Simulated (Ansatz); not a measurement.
# C2H4FIn: the cost of one run

Method: the settings change from run to run; program: Ansatz 0.2.0, Gaussian basis.

1 further run of the same task is left out (for a known fault of the program).

## (1) The relaxed structure

An earlier PBE0-D4 in a triple-zeta def2 set relaxation fixed the geometry. In takes a core potential in def2 sets; no spin-orbit term is included.

SMILES `C=[C](F)[InH2]`, 8 atoms, charge 0, spin multiplicity 1.

Atoms are counted from 1 here; the program's logs count them from 0.

Bond lengths: C1–C2 1.327 Å, C1–H5 1.086 Å, C1–H6 1.082 Å, C2–F3 1.356 Å, C2–In4 2.154 Å, In4–H7 1.721 Å, In4–H8 1.716 Å. Angles: C2–C1–H5 122.0°, C2–C1–H6 119.6°, H5–C1–H6 118.4°, C1–C2–F3 117.9°, C1–C2–In4 124.7°, F3–C2–In4 117.4°, C2–In4–H7 115.2°, C2–In4–H8 119.9°, H7–In4–H8 124.9°.

## (2) BCCD(T)/def2-mTZVPP

Options: atoms shaken by 0.15 Å.

Input file in.yaml:

```yaml
crystal:
  periodic: [false, false, false]
  atoms:
    - {symbol: C, position_ang: [1.140298, 0.812019, 0.339750]}
    - {symbol: C, position_ang: [-0.028364, 0.514700, -0.050603]}
    - {symbol: F, position_ang: [-0.859463, 1.807140, -0.002117]}
    - {symbol: In, position_ang: [-1.111804, -1.008399, -0.425448]}
    - {symbol: H, position_ang: [1.427052, 2.174513, 0.897481]}
    - {symbol: H, position_ang: [1.807115, 0.011561, 0.449840]}
    - {symbol: H, position_ang: [0.336552, -2.642950, -0.518009]}
    - {symbol: H, position_ang: [-2.500515, -1.586854, -0.746531]}
basis:
  gaussian: {orbitals: def2-mTZVPP}
hamiltonian: {xc: {name: HF}}
correlation: {method: bccd_t}
```

The run is started by

```
ansatz run in.yaml --threads 2 --pin off --events-out ev --progress --plain --max-ram 4352MiB
```

What time and memory should one allow on 2 threads of Arm Neoverse V1, shared host?

About 21 s, with a peak of 0.92 GiB.
